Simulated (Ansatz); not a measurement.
# CF₂InNO: a ladder of functionals and wavefunction methods

Aim: compute CF₂InNO with functionals from several rungs and with coupled cluster. The yardstick is the atomisation energy at the CCSD(T) limit.

Program: Ansatz 0.2.0, Gaussian basis. Level of theory: functionals in def2-TZVPP, the program's frozen cores in correlated methods. These are calculated values, not measurements.

Plan: LDA (SPW92), PBE-D4, revPBE-D4, BLYP-D4, r2SCAN-D4, B97M-V, PBE0-D4, B3LYP-D4, r2SCANh-D4, r2SCAN0-D4, HSE06-D4, BHLYP-D4, CAM-B3LYP-D4, LC-ωPBE, ωB97X-V, ωB97M-V, B2PLYP, PBE-QIDH; CCSD(T)/def2-SVP; CCSD(T)/def2-TZVPP; MP2/def2-QZVPP; extrapolation to the limit; RPA on PBE.

1 further run of the same task is left out (for a known fault of the program).

### 1 The geometry

All runs share one geometry, relaxed beforehand with PBE0-D4 in a triple-zeta def2 set. In takes the def2 core potential; no spin-orbit term is included.

SMILES `O=C=[N][In]([F])[F]`, 6 atoms, charge 0, spin multiplicity 1.

Atoms are counted from 1 here; the program's logs count them from 0.

Bond lengths: O1–C2 1.162 Å, C2–N3 1.209 Å, N3–In4 1.991 Å, In4–F5 1.918 Å, In4–F6 1.925 Å. Angles: O1–C2–N3 175.5°, C2–N3–In4 134.1°, N3–In4–F5 121.0°, N3–In4–F6 123.1°, F5–In4–F6 115.9°.

Geometry (Å):

```csv
atom,x (Å),y (Å),z (Å)
O1,1.0343,-2.1326,1.6615
C2,0.7671,-1.4530,0.7573
N3,0.5363,-0.8076,-0.2382
In4,-0.4461,0.8871,-0.5950
F5,-0.5775,1.5977,-2.3721
F6,-1.3141,1.9084,0.7864
```

### 2 LDA

This LDA is Slater exchange with PW92 correlation.

Contents of in.yaml:

```yaml
crystal:
  periodic: [false, false, false]
  atoms:
    - {symbol: O, position_ang: [1.034338, -2.132618, 1.661547]}
    - {symbol: C, position_ang: [0.767111, -1.452958, 0.757316]}
    - {symbol: N, position_ang: [0.536293, -0.807558, -0.238199]}
    - {symbol: In, position_ang: [-0.446131, 0.887055, -0.594978]}
    - {symbol: F, position_ang: [-0.577520, 1.597713, -2.372087]}
    - {symbol: F, position_ang: [-1.314092, 1.908356, 0.786401]}
basis:
  gaussian: {orbitals: def2-TZVPP}
hamiltonian: {xc: lda}
output: {orbitals: {seedname: orbitals}}
```

Launch:

```console
$ ansatz run in.yaml --threads 4 --pin off --events-out ev --progress --plain --max-ram 10444MiB
```

After this run come: PBE-D4 (GGA); revPBE-D4 (GGA); BLYP-D4 (GGA); r2SCAN-D4 (meta-GGA); B97M-V (meta-GGA); B3LYP-D4 (hybrid); r2SCANh-D4 (hybrid); r2SCAN0-D4 (hybrid); HSE06-D4 (hybrid); BHLYP-D4 (hybrid); CAM-B3LYP-D4 (range-separated); LC-ωPBE (range-separated); ωB97X-V (range-separated); ωB97M-V (range-separated); B2PLYP (double hybrid); PBE-QIDH (double hybrid); CCSD(T) in def2-SVP; CCSD(T) in def2-TZVPP; MP2 in def2-QZVPP; RPA on PBE orbitals.

Before running them: what should the planned runs give, taken together? Wanted: atomisation energy, CCSD(T)/CBS; farthest beyond LDA; mean size of error, GGA; mean size of error, meta-GGA; mean size of error, hybrid; mean size of error, range-separated; mean size of error, double hybrid; gap, smallest and largest; T1 diagnostic.

**Answer**, as computed:

| quantity | value |
| --- | --- |
| atomisation energy, CCSD(T)/CBS | 591.3 kcal/mol |
| functionals within 5.9 kcal/mol (1.0 %) | r2SCAN-D4, B97M-V, PBE0-D4, HSE06-D4, CAM-B3LYP-D4, ωB97X-V, ωB97M-V |
| farthest beyond LDA | BHLYP-D4 (-51.0 kcal/mol) |
| mean size of error, GGA | 17.0 kcal/mol |
| mean size of error, meta-GGA | 1.8 kcal/mol |
| mean size of error, hybrid | 16.9 kcal/mol |
| mean size of error, range-separated | 3.1 kcal/mol |
| mean size of error, double hybrid | 8.7 kcal/mol |
| gap, smallest and largest | 3.73 eV (BLYP-D4), 11.30 eV (LC-ωPBE) |
| T1 diagnostic | 0.0178 |
| triples share of the correlation energy | 3.8 % |

What this shows: The LDA atomisation energy is off by 125.8 kcal/mol (21 %): it overbinds. PBE-D4 misses by +33.8 kcal/mol. Double hybrids carry the basis error of their MP2 part in triple zeta, and no dispersion term here, so their miss is partly the set-up's. The rungs meta-GGA, range-separated miss on average by less than the doubt on the reference (5.9 kcal/mol), so they tie. The reference freezes the cores and leaves out spin-orbit coupling and excitations past (T), and its outer-core shells are covered unevenly, so misses under about 5.9 kcal/mol can't be ranked. All levels share the lack of spin-orbit coupling, which lowers the free heavy atoms and so the true binding. Hartree-Fock recovers 61 % of the binding; the rest is correlation. CCSD(T) in def2-SVP is off by -46.9 kcal/mol, more than most functionals: a good method in a small basis is no reference. The gap grows from 3.7 to 11.3 eV across the functionals, mostly with the share of exact exchange. Correlated methods include outer-core shells of In, which these sets cover unevenly.
